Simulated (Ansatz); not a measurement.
Task: a ranking of polymorphs by energy of 2 structures of TlS, with Ansatz 0.2.0 through its Python package. Give the script and its output. Settings (first run): PBEsol, PAW, cutoff 520 eV, 12×12×12 k-points, cold smearing of 0.05 eV.

`tls.py`
```python
import csv
import warnings

import ansatz as az
import numpy as np


def solve(name, crystal):
    calc = (
        crystal.calculation()
        .functional("pbesol")
        .basis(520)
        .kpoints(spacing=0.15)
        .occupations("cold", width=0.05)
        .stress()
        .band_table()
    )
    calc = calc.relax(force_tolerance=0.01, fix_cell=["shape"])
    return calc.run(threads=1, backend="cpu")


def volume_per_atom(outcome):
    return abs(np.linalg.det(outcome.lattice.cell_ang)) / len(outcome.lattice.sites)


def pressure_gpa(outcome):
    return float(np.trace(outcome.report["stress_gpa"]) / 3)


def gap_ev(outcome):
    # nan where the run reports no band edges: a metal, overlapping bands, or a gap that is small against the smearing
    edges = outcome.report.get("band_edges_ev")
    return edges[1] - edges[0] if edges else float("nan")

warnings.simplefilter("ignore")

phases = {}
pm_3m = (
    az.Lattice.from_parameters(3.595635, 3.595635, 3.595635, alpha=90.0, beta=90.0, gamma=90.0)
    .atom("Tl", (0.5, 0.5, 0.5))
    .atom("S", (0.0, 0.0, 0.0))
)
phases["Pm-3m"] = pm_3m
r_3m = (
    az.Lattice.from_parameters(7.660405, 7.660405, 7.660405, alpha=30.28932, beta=30.28932, gamma=30.28932)
    .atom("Tl", (0.0, 0.0, 0.0))
    .atom("Tl", (0.5, 0.5, 0.5))
    .atom("S", (0.735103, 0.735103, 0.735103))
    .atom("S", (0.264897, 0.264897, 0.264897))
)
phases["R-3m"] = r_3m

done = {}
for name, crystal in phases.items():
    try:
        done[name] = solve(name, crystal)
    except az.NonConvergedError as error:
        print(name, "did not converge:", str(error)[:120])

energy = {name: o.report["energy_sigma0_ev"] / len(o.lattice.sites) for name, o in done.items()}
lowest = min(energy.values())
rows = [(name, len(o.lattice.sites), 1000 * (energy[name] - lowest), volume_per_atom(o), pressure_gpa(o), gap_ev(o)) for name, o in done.items()]
rows.sort(key=lambda row: row[2])
with open("polymorphs.csv", "w", newline="") as handle:
    writer = csv.writer(handle)
    writer.writerow(["phase", "atoms", "dE (meV/atom)", "V (A^3/atom)", "P (GPa)", "gap (eV)"])
    writer.writerows([round(v, 4) if isinstance(v, float) else v for v in row] for row in rows)
print(open("polymorphs.csv").read())
```

Output of `python tls.py`:
```text
phase,atoms,dE (meV/atom),V (A^3/atom),P (GPa),gap (eV)
R-3m,4,0.0,24.2217,-0.0309,nan
Pm-3m,2,206.9053,21.6791,-0.0003,nan
```

By space group at the end of each run: R-3m (+0 meV an atom, 24.2 Å³) and Pm-3m (+207 meV an atom, 21.7 Å³).

Atoms and volume are relaxed with the cell's shape held, which in cells of lower than cubic symmetry can hide stresses and shift volumes. Pressure is positive in compression. The cells come from databases of deposited and of computed structures, and not all need be stable phases. Levels are Kohn-Sham eigenvalues on this mesh, without spin-orbit coupling. The ranking holds among these structures alone, at zero temperature; the ground state may be another structure. Differences under 10 to 15 meV an atom lie within the error of mesh and functional. Finished in 2.7 min on 1 thread of Arm Neoverse V2, with other jobs on the host, peak memory 0.88 GiB.
